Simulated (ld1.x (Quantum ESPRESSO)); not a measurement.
# Titanium: generating and testing an RRKJ potential

Do these settings give a usable potential? It is generated, then checked for transferability, scattering, ghosts and hardness.

Method: ld1.x (Quantum ESPRESSO) 7.5, PBE, scalar-relativistic.

### Step 1. The design

The settings as typed:

```
element                 : titanium (Ti, Z = 22)
type                    : norm-conserving RRKJ (Kleinman–Bylander form)
frozen core             : [Ar]
valence charge          : 4
reference configuration : 3d2 4s2 4p0
partial waves           : 4s (bound): rc 3.10 bohr; 4p (bound, empty): rc 3.60 bohr; 3d (bound): rc 2.00 bohr
local potential         : the d channel
core correction         : a·sin(br)/r model core inside 1.35 bohr
```

An earlier all-electron run gives the scale for the radii.

All-electron outer shells of the reference configuration (PBE, scalar-relativistic, ld1.x):

| shell | level (eV) | outermost node (bohr) | outermost maximum (bohr) |
| --- | --- | --- | --- |
| 3s | -62.63 | 0.40 | 0.87 |
| 3p | -38.86 | 0.37 | 0.90 |
| 4s | -4.47 | 1.24 | 2.92 |
| 3d | -4.26 | – | 0.98 |
| 4p | -1.47 | 1.39 | 3.80 |

### Step 2. Generation

Ti.in reads:

```
 &input
   title='Ti', zed=22., rel=1, dft='PBE', iswitch=3,
   config='[Ar] 3d2 4s2 4p0',
   nld=3, rlderiv=3.90, eminld=-2.0, emaxld=5.0, deld=0.02
 /
 &inputp
   pseudotype=2, tm=.false., rho0=0.001, lloc=2,
   nlcc=.true., rcore=1.35,
   file_pseudopw='Ti.UPF', file_wfcaegen='ae.wfc', file_wfcncgen='nc.wfc', file_beta='beta', file_chi='chi'
 /
3
4S  1  0   2.00   0.00  3.10  3.10  0.0
4P  2  1   0.00   0.00  3.60  3.60  0.0
3D  3  2   2.00   0.00  2.00  2.00  0.0
 &test
   configts(1)='3d2 4s2 4p0'
 /
```

On the command line:

```console
$ ld1.x < Ti.in > Ti.out
```

What the program wrote to Ti.out (without the banner and most projector matrices):

```text
     Program LD1 v.7.5
     --------------------------- All-electron run ----------------------------

     Ti
     scalar relativistic calculation

     atomic number is 22.00
     dft =PBE   lsd =0 sic =0 latt =0  beta=0.20 tr2=1.0E-14
     Exchange-correlation= PBE
                           (   1   4   3   4   0   0   0)
     mesh =1177 r(mesh) = 100.37945 a.u. xmin = -7.00 dx = 0.01250
     1 Ry =  13.60569312 eV, c = 137.03599908

     n l     nl                  e(Ry)          e(Ha)          e(eV)
     1 0     1S 1( 2.00)      -357.8563      -178.9282     -4868.8833
     2 0     2S 1( 2.00)       -39.4641       -19.7321      -536.9370
     2 1     2P 1( 6.00)       -32.6525       -16.3262      -444.2596
     3 0     3S 1( 2.00)        -4.6035        -2.3017       -62.6334
     3 1     3P 1( 6.00)        -2.8562        -1.4281       -38.8608
     3 2     3D 1( 2.00)        -0.3130        -0.1565        -4.2588
     4 0     4S 1( 2.00)        -0.3283        -0.1641        -4.4667
     4 1     4P 1( 0.00)        -0.1078        -0.0539        -1.4663

     final scf error:  4.4E-15 reached in  24 iterations

     Etot =   -1707.131133 Ry,    -853.565567 Ha,  -23226.702321 eV

     Ekin =    1721.499962 Ry,     860.749981 Ha,   23422.200193 eV
     Encl =   -4058.485530 Ry,   -2029.242765 Ha,  -55218.508665 eV
     Eh   =     713.696309 Ry,     356.848154 Ha,    9710.332963 eV
     Exc  =     -83.841874 Ry,     -41.920937 Ha,   -1140.726812 eV

     normalization and overlap integrals

     s(1S/1S) =  1.000000  <r> =   0.0696  <r2> =    0.0065  r(max) =   0.0455
     s(2S/2S) =  1.000000  <r> =   0.3249  <r2> =    0.1249  r(max) =   0.2682
     s(2P/2P) =  1.000000  <r> =   0.2899  <r2> =    0.1037  r(max) =   0.2196
     s(3S/3S) =  1.000000  <r> =   1.0069  <r2> =    1.1699  r(max) =   0.8685
     s(3P/3P) =  1.000000  <r> =   1.0860  <r2> =    1.3907  r(max) =   0.9016
     s(3D/3D) =  1.000000  <r> =   1.6171  <r2> =    3.5729  r(max) =   0.9841
     s(4S/4S) =  1.000000  <r> =   3.5139  <r2> =   14.2499  r(max) =   2.9196
     s(4P/4P) =  1.000000  <r> =   4.8655  <r2> =   27.9402  r(max) =   3.7960

     ------------------------ End of All-electron run ------------------------

     --------------------- Generating NC pseudopotential ---------------------

      Generating local pot.: lloc=2, matching radius rcloc =   2.0000

      Computing core charge for nlcc:

       r > 1.36 : true rho core
       r < 1.36 : rho core = a sin(br)/r    a=   6.20  b=   1.88

      Integrated core pseudo-charge :   6.43

      Wfc   4S  rcut= 3.108  Estimated cut-off energy=        4.69 Ry
      Using 4 Bessel functions for this wfc, rho(0) = 0.001
      This function has    0 nodes for 0 < r <    3.108

      Wfc   4P  rcut= 3.611  Estimated cut-off energy=       13.26 Ry
      This function has    0 nodes for 0 < r <    3.611

     ------------------- End of pseudopotential generation -------------------

     [... the all-electron block is printed once more ...]


     Computing logarithmic derivative in   3.91661
     Computing logarithmic derivative in   3.91661
     Computing the partial wave expansion
     R is outside the sphere for l=    0 j= 0.00
     R is outside the sphere for l=    1 j= 0.00
       no projector for channel:   2

     ---------------------- Testing the pseudopotential ----------------------

     Ti
     scalar relativistic calculation

     atomic number is 22.00   valence charge is  4.00
     dft =PBE   lsd =0 sic =0 latt =0  beta=0.20 tr2=1.0E-14
     mesh =1177 r(mesh) = 100.37945 xmin = -7.00 dx = 0.01250

     n l     nl             e AE (Ry)        e PS (Ry)    De AE-PS (Ry)
     3 2     3D   1( 2.00)       -0.31302       -0.31302        0.00000
     1 0     4S   1( 2.00)       -0.32830       -0.32830        0.00000
     2 1     4P   1( 0.00)       -0.10777       -0.10777        0.00000

     eps = 5.2E-15  iter = 15

     Etot =   -1707.131133 Ry,    -853.565567 Ha,  -23226.702321 eV
     Etotps =   -14.335473 Ry,      -7.167737 Ha,    -195.044052 eV

     Ekin =      12.042103 Ry,       6.021051 Ha,     163.841152 eV
     Encl =     -22.020404 Ry,     -11.010202 Ha,    -299.602853 eV
     Ehrt =       5.805684 Ry,       2.902842 Ha,      78.990358 eV
     Ecxc =     -10.705945 Ry,      -5.352972 Ha,    -145.661799 eV
     (Ecc =      -7.522106 Ry,      -3.761053 Ha,    -102.343466 eV)
     Epseu=       0.543088 Ry,       0.271544 Ha,       7.389090 eV

     ---------------------- End of pseudopotential test ----------------------
```

It took 1.3 s on 1 thread of Neoverse-V1, shared host. (Generation and the later configuration tests together.)

All-electron and pseudo partial waves u(r) = r·R(r), from the program's wave files:

| r (bohr) | 3d AE | 3d PS | 4p AE | 4p PS |
| --- | --- | --- | --- | --- |
| 0.180 | 0.1144 | 0.0232 | 0.1051 | 0.0009 |
| 0.360 | 0.3721 | 0.1588 | 0.0003 | 0.0040 |
| 0.540 | 0.5859 | 0.4115 | -0.1245 | 0.0102 |
| 0.720 | 0.7135 | 0.6725 | -0.1807 | 0.0205 |
| 0.900 | 0.7645 | 0.8263 | -0.1721 | 0.0363 |
| 1.080 | 0.7634 | 0.8476 | -0.1226 | 0.0585 |
| 1.260 | 0.7325 | 0.7886 | -0.0534 | 0.0874 |
| 1.440 | 0.6868 | 0.7092 | 0.0220 | 0.1228 |
| 1.620 | 0.6351 | 0.6397 | 0.0961 | 0.1634 |
| 1.800 | 0.5826 | 0.5828 | 0.1649 | 0.2076 |
| 1.980 | 0.5320 | 0.5320 | 0.2266 | 0.2530 |
| 2.160 | 0.4848 | 0.4848 | 0.2809 | 0.2974 |
| 2.340 | 0.4413 | 0.4413 | 0.3277 | 0.3386 |
| 2.520 | 0.4017 | 0.4017 | 0.3674 | 0.3751 |
| 2.700 | 0.3656 | 0.3656 | 0.4005 | 0.4059 |
| 2.880 | 0.3327 | 0.3327 | 0.4272 | 0.4308 |
| 3.060 | 0.3027 | 0.3027 | 0.4481 | 0.4501 |
| 3.240 | 0.2752 | 0.2752 | 0.4635 | 0.4643 |
| 3.420 | 0.2500 | 0.2500 | 0.4741 | 0.4742 |
| 3.600 | 0.2269 | 0.2269 | 0.4803 | 0.4803 |
| 3.780 | 0.2059 | 0.2059 | 0.4827 | 0.4827 |
| 3.960 | 0.1866 | 0.1866 | 0.4817 | 0.4817 |
| 4.140 | 0.1690 | 0.1690 | 0.4778 | 0.4778 |
| 4.320 | 0.1529 | 0.1529 | 0.4716 | 0.4716 |
| 4.500 | 0.1383 | 0.1383 | 0.4634 | 0.4634 |
| 4.680 | 0.1251 | 0.1251 | 0.4536 | 0.4536 |

### Step 3. Testing the new file in other configurations

Ti.test.in reads:

```
 &input
   title='Ti', zed=22., rel=1, dft='PBE', iswitch=2,
   config='[Ar] 3d2 4s2 4p0'
 /
 &test
   file_pseudo='Ti.UPF', nconf=8,
   configts(1)='3d2 4s2 4p0',
   configts(2)='3d2 4s1 4p0',
   configts(3)='3d2 4s0 4p0',
   configts(4)='3d1 4s0 4p0',
   configts(5)='3d3 4s0 4p0',
   configts(6)='3d3 4s1 4p0',
   configts(7)='3d2.5 4s1.5 4p0',
   configts(8)='3d2 4s1 4p1'
 /
```

On the command line:

```console
$ ld1.x < Ti.test.in > Ti.test.out
```

Ti.test.out, the pseudopotential blocks, each with the warnings that came before it:

```text
     ---------------------- Testing the pseudopotential ----------------------

     Ti
     scalar relativistic calculation

     atomic number is 22.00   valence charge is  4.00
     dft =PBE   lsd =0 sic =0 latt =0  beta=0.20 tr2=1.0E-14
     mesh =1177 r(mesh) = 100.37945 xmin = -7.00 dx = 0.01250

     n l     nl             e AE (Ry)        e PS (Ry)    De AE-PS (Ry)
     3 2     3D   1( 2.00)       -0.31302       -0.31302        0.00000
     1 0     4S   1( 2.00)       -0.32830       -0.32830        0.00000
     2 1     4P   1( 0.00)       -0.10777       -0.10777        0.00000

     eps = 1.4E-15  iter = 14

     Etot =   -1707.131133 Ry,    -853.565567 Ha,  -23226.702321 eV
     Etotps =   -14.335474 Ry,      -7.167737 Ha,    -195.044056 eV

     Ekin =      12.042102 Ry,       6.021051 Ha,     163.841151 eV
     Encl =     -22.020404 Ry,     -11.010202 Ha,    -299.602856 eV
     Ehrt =       5.805684 Ry,       2.902842 Ha,      78.990359 eV
     Ecxc =     -10.705945 Ry,      -5.352972 Ha,    -145.661799 eV
     (Ecc =      -7.522106 Ry,      -3.761053 Ha,    -102.343466 eV)
     Epseu=       0.543088 Ry,       0.271544 Ha,       7.389089 eV

     ---------------------- End of pseudopotential test ----------------------

     Warning: n=2, l=1 expected 0 nodes, found 1
     ---------------------- Testing the pseudopotential ----------------------

     Ti
     [...]
     n l     nl             e AE (Ry)        e PS (Ry)    De AE-PS (Ry)
     3 2     3D   1( 2.00)       -0.83550       -0.83159       -0.00392
     1 0     4S   1( 1.00)       -0.76075       -0.76143        0.00068
     2 1     4P   1( 0.00)       -0.48549       -0.48549        0.00000

     eps = 6.4E-16  iter = 12

     Etot =   -1706.591160 Ry,    -853.295580 Ha,  -23219.355616 eV
     Etotps =   -13.795207 Ry,      -6.897604 Ha,    -187.693355 eV
     dEtot_ae =       0.539973 Ry
     dEtot_ps =       0.540267 Ry,   Delta E=      -0.000294 Ry

     [...]
     ---------------------- End of pseudopotential test ----------------------

     ---------------------- Testing the pseudopotential ----------------------

     Ti
     [...]
     n l     nl             e AE (Ry)        e PS (Ry)    De AE-PS (Ry)
     3 2     3D   1( 2.00)       -1.44648       -1.44148       -0.00500
     1 0     4S   1( 0.00)       -1.24186       -1.24549        0.00362
     2 1     4P   1( 0.00)       -0.91224       -0.91224        0.00000

     eps = 5.3E-15  iter = 10

     Etot =   -1705.593615 Ry,    -852.796807 Ha,  -23205.783315 eV
     Etotps =   -12.795802 Ry,      -6.397901 Ha,    -174.095758 eV
     dEtot_ae =       1.537519 Ry
     dEtot_ps =       1.539672 Ry,   Delta E=      -0.002153 Ry

     [...]
     ---------------------- End of pseudopotential test ----------------------

     Warning: n=1, l=0 expected 0 nodes, found 1
     ---------------------- Testing the pseudopotential ----------------------

     Ti
     [...]
     n l     nl             e AE (Ry)        e PS (Ry)    De AE-PS (Ry)
     3 2     3D   1( 1.00)       -2.54976       -2.60493        0.05517  !
     1 0     4S   1( 0.00)       -1.94362       -1.94362        0.00000
     2 1     4P   1( 0.00)       -1.53584       -1.53584        0.00000

     eps = 9.7E-17  iter =  7

     Etot =   -1703.612957 Ry,    -851.806478 Ha,  -23178.835093 eV
     Etotps =   -10.792460 Ry,      -5.396230 Ha,    -146.838899 eV
     dEtot_ae =       3.518176 Ry
     dEtot_ps =       3.543014 Ry,   Delta E=      -0.024837 Ry

     [...]
     ---------------------- End of pseudopotential test ----------------------

     ---------------------- Testing the pseudopotential ----------------------

     Ti
     [...]
     n l     nl             e AE (Ry)        e PS (Ry)    De AE-PS (Ry)
     3 2     3D   1( 3.00)       -0.58982       -0.57195       -0.01787  !
     1 0     4S   1( 0.00)       -0.66089       -0.66988        0.00899  !
     2 1     4P   1( 0.00)       -0.41316       -0.42268        0.00952  !

     eps = 2.8E-16  iter = 26

     Etot =   -1706.587642 Ry,    -853.293821 Ha,  -23219.307744 eV
     Etotps =   -13.773452 Ry,      -6.886726 Ha,    -187.397360 eV
     dEtot_ae =       0.543491 Ry
     dEtot_ps =       0.562022 Ry,   Delta E=      -0.018530 Ry

     [...]
     ---------------------- End of pseudopotential test ----------------------

     ---------------------- Testing the pseudopotential ----------------------

     Ti
     [...]
     n l     nl             e AE (Ry)        e PS (Ry)    De AE-PS (Ry)
     3 2     3D   1( 3.00)       -0.14076       -0.13295       -0.00781  !
     1 0     4S   1( 1.00)       -0.27407       -0.28148        0.00741  !
     2 1     4P   1( 0.00)       -0.08211       -0.08746        0.00534  !

     eps = 7.2E-15  iter = 23

     Etot =   -1707.049855 Ry,    -853.524927 Ha,  -23225.596471 eV
     Etotps =   -14.244128 Ry,      -7.122064 Ha,    -193.801232 eV
     dEtot_ae =       0.081278 Ry
     dEtot_ps =       0.091346 Ry,   Delta E=      -0.010067 Ry

     [...]
     ---------------------- End of pseudopotential test ----------------------

     ---------------------- Testing the pseudopotential ----------------------

     Ti
     [...]
     n l     nl             e AE (Ry)        e PS (Ry)    De AE-PS (Ry)
     3 2     3D   1( 2.50)       -0.21215       -0.20377       -0.00838  !
     1 0     4S   1( 1.50)       -0.29708       -0.29989        0.00281
     2 1     4P   1( 0.00)       -0.09238       -0.09467        0.00229

     eps = 9.5E-15  iter = 14

     Etot =   -1707.105206 Ry,    -853.552603 Ha,  -23226.349556 eV
     Etotps =   -14.306341 Ry,      -7.153170 Ha,    -194.647682 eV
     dEtot_ae =       0.025928 Ry
     dEtot_ps =       0.029133 Ry,   Delta E=      -0.003205 Ry

     [...]
     ---------------------- End of pseudopotential test ----------------------

     ---------------------- Testing the pseudopotential ----------------------

     Ti
     [...]
     n l     nl             e AE (Ry)        e PS (Ry)    De AE-PS (Ry)
     3 2     3D   1( 2.00)       -0.40319       -0.40454        0.00135
     1 0     4S   1( 1.00)       -0.38394       -0.38437        0.00042
     2 1     4P   1( 1.00)       -0.15248       -0.15230       -0.00018

     eps = 5.9E-15  iter = 17

     Etot =   -1706.905068 Ry,    -853.452534 Ha,  -23223.626540 eV
     Etotps =   -14.109123 Ry,      -7.054561 Ha,    -191.964393 eV
     dEtot_ae =       0.226066 Ry
     dEtot_ps =       0.226351 Ry,   Delta E=      -0.000285 Ry

     [...]
     ---------------------- End of pseudopotential test ----------------------
```

Energies count from the reference configuration 3d2 4s2 4p0; the error is all-electron less pseudo. A star marks tests that logged a warning.

```tsv
valence configuration	charge	ΔE all-electron (eV)	error AE − PS (meV)
3d2 4s1 4p0 *	+1	7.347	-4.0
3d2 4s0 4p0	+2	20.919	-29
3d1 4s0 4p0 *	+3	47.867	-338
3d3 4s0 4p0	+1	7.395	-252
3d3 4s1 4p0	0	1.106	-137
3d2.5 4s1.5 4p0	0	0.353	-44
3d2 4s1 4p1	0	3.076	-3.9
```

### Step 4. Scattering by logarithmic derivatives

Taken from the files of the generation run. The phase is arctan(r·u′/u) with u = r·R, unwrapped, with energies in Ry. A pole is an energy at which the radial function vanishes at the test radius. The pseudo phase is shifted by a multiple of π to meet the all-electron one at the reference energy. Levels narrower than the energy grid can be missing from the poles. The last column is the largest difference on the grid between −1 and +1 Ry.

```tsv
channel	radius (bohr)	reference (Ry)	poles AE	poles PS	window around the reference with phases within 0.05 rad (Ry)	largest difference near zero (rad)
s	3.92	-0.33	0.20, 3.54	0.19, 2.58	below 1.0	0.031
p	3.92	-0.11	0.73, 4.15	0.72, 3.85	below 1.7	0.004
d	3.92	-0.31	-0.26, 1.72	-0.26, 1.83	below 0.4	0.115
```

Phases (rad) along the scan:

```
E (Ry)    d AE    d PS    p AE    p PS
 -2.00   1.390   1.390   1.375   1.374
 -1.52   1.363   1.363   1.338   1.338
 -1.04   1.317   1.317   1.272   1.271
 -0.56   1.183   1.184   1.092   1.091
 -0.08  -1.855  -1.852  -0.231  -0.231
  0.40  -2.393  -2.358  -1.421  -1.423
  0.88  -4.220  -4.160  -1.613  -1.618
  1.36  -4.609  -4.585  -1.742  -1.755
  1.84  -4.738  -4.714  -1.996  -2.080
  2.32  -4.842  -4.802  -3.629  -4.002
  2.80  -5.043  -4.918  -4.457  -4.521
  3.28  -6.583  -5.288  -4.606  -4.640
  3.76  -7.605  -7.224  -4.674  -4.703
  4.24  -7.753  -7.654  -4.720  -4.753
  4.72  -7.818  -7.761  -4.761  -4.809
```

### Step 5. Plane-wave convergence, by spherical Bessel functions

A separate test, outside the generator: the pseudo-atom's Hamiltonian at the reference potential is diagonalised in spherical Bessel functions j_l(qr) that vanish at 20 bohr, with q² up to the cutoff.

All-electron valence levels (Ry): 4s -0.3283, 4p -0.1078, 3d -0.3130. The lowest levels of each channel (Ry) by cutoff; the last column sums, over occupied levels, occupation times the distance from the level at 400 Ry. A positive value at high cutoff is not a bound level.

```csv
cutoff (Ry),s #1,s #2,p #1,p #2,d #1,f #1,Σ f·Δε (mRy)
8,-3.7692,-0.3264,-0.1077,0.0433,0.0359,0.1040,701.6
12,-6.0750,-0.3277,-0.1397,-0.1077,0.0323,0.1040,691.8
18,-7.7408,-0.3283,-1.7622,-0.1078,0.0137,0.1040,653.5
25,-8.3507,-0.3283,-2.7485,-0.1078,-0.0633,0.1040,499.4
40,-8.7048,-0.3283,-3.3327,-0.1078,-0.2824,0.1040,61.3
50,-8.7125,-0.3283,-3.3927,-0.1078,-0.3093,0.1040,7.5
60,-8.7128,-0.3283,-3.3981,-0.1078,-0.3126,0.1040,0.8
80,-8.7142,-0.3283,-3.3987,-0.1078,-0.3129,0.1040,0.2
400,-8.7147,-0.3283,-3.3993,-0.1078,-0.3130,0.1040,0.0
```

The sum stays within 10 mRy from 50 Ry and within 1 mRy from 60 Ry. The sum leaves out empty levels, which can need more. Ghost test: ghost states, bound below the all-electron valence or empty levels of the same l: s at -118.6 eV, p at -46.2 eV.

### Step 6. Results

| quantity | value |
| --- | --- |
| cutoffs for 10 and 1 mRy, occupied levels | 50 Ry and 60 Ry |
| bound ghosts | s at -118.57 eV, p at -46.25 eV |
| largest test error (AE − PS) | -338 meV, for 3d1 4s0 4p0 (one of 2 tests with a warning) |
| largest phase difference near zero energy, channels read | 0.115 rad |

**Reading.** A bound ghost (s, p) makes it unfit for use: electrons can fall into a state that the atom doesn't have. The worst unpolarised test, 3d1 4s0 4p0, is off by 338 meV on 47.9 eV; by total energies transferability rates as poor. That test lies far up in energy; among those under 40 eV, nearer to bonding, the largest error is 252 meV. It counts as of middling hardness, with 50 Ry needed at the looser tolerance. The slowest occupied level is 3d: taken alone it needs 60 Ry to come within 1 mRy, against 12 Ry for 4s. Near zero energy the largest phase difference among the channels read is 0.11 rad, in the d channel. These are tests on the free atom; a crystal test is still owed.
